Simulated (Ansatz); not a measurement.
# CHISi (SMILES C#[Si]I): one structure at several levels

One table from this session's results is given with a row withheld; the runs are named, their logs left out.

Computed with Ansatz 0.2.0, Gaussian basis. Level: single points in def2-TZVPP.

Cores are frozen in the correlated methods. Filled d shells of the heavier atoms are correlated. Core potentials replace the inner electrons past krypton, and spin-orbit coupling is left out.

## Starting geometry

SMILES `C#[Si]I`, 4 atoms, charge 0, spin multiplicity 1.

Atoms are counted from 1 here; the program's logs count them from 0.

Bond lengths: C1–Si2 1.650 Å, C1–H4 0.995 Å, Si2–I3 2.558 Å. Angles: Si2–C1–H4 119.3°, C1–Si2–I3 163.7°.

Geometry (Å):

```
C    -0.0833    1.1213   -0.7220
Si    0.0836   -0.2949    0.1079
I     1.0415   -2.3025    1.3711
H    -0.9919    1.5047   -0.8527
```

The first run:

run/in.yaml

```yaml
crystal:
  periodic: [false, false, false]
  atoms:
    - {symbol: C, position_ang: [-0.083300, 1.121300, -0.722000]}
    - {symbol: Si, position_ang: [0.083600, -0.294900, 0.107900]}
    - {symbol: I, position_ang: [1.041500, -2.302500, 1.371100]}
    - {symbol: H, position_ang: [-0.991900, 1.504700, -0.852700]}
basis:
  gaussian: {orbitals: def2-TZVPP}
correlation: {method: ccsd_t}
output: {forces: true}
```

No record of the launch command was kept for these runs.

Steps of the session up to this table: CCSD(T)/def2-TZVPP; PBE0-D4/def2-TZVPP; wB97M-V/def2-TZVPP; r2SCAN-D4/def2-TZVPP; PBE-D4/def2-TZVPP; CAM-B3LYP-D4/def2-TZVPP; SPW92/def2-TZVPP.

One table of the session follows, with a row left open; its other results are not shown here.

| method | RMS force component (eV/Å) | angle to CCSD(T) forces (°) | dipole (D) |
| --- | --- | --- | --- |
| CCSD(T) | 1.897 | reference | 1.83 |
| PBE0-D4 | 1.938 | 10.3 | 2.29 |
| wB97M-V | 1.912 | 14.2 | 2.37 |
| r2SCAN-D4 | 1.911 | 7.7 | 2.22 |
| PBE-D4 | 1.963 | 5.5 | 2.19 |
| CAM-B3LYP-D4 | ? | ? | ? |
| SPW92 | 2.066 | 9.9 | 2.22 |

**Question.** Estimate the row for CAM-B3LYP-D4.

The run gave: RMS force component (eV/Å): 1.892; angle to CCSD(T) forces (°): 16.0; dipole (D): 2.40. In the column «RMS force component (eV/Å)» it is the lowest.
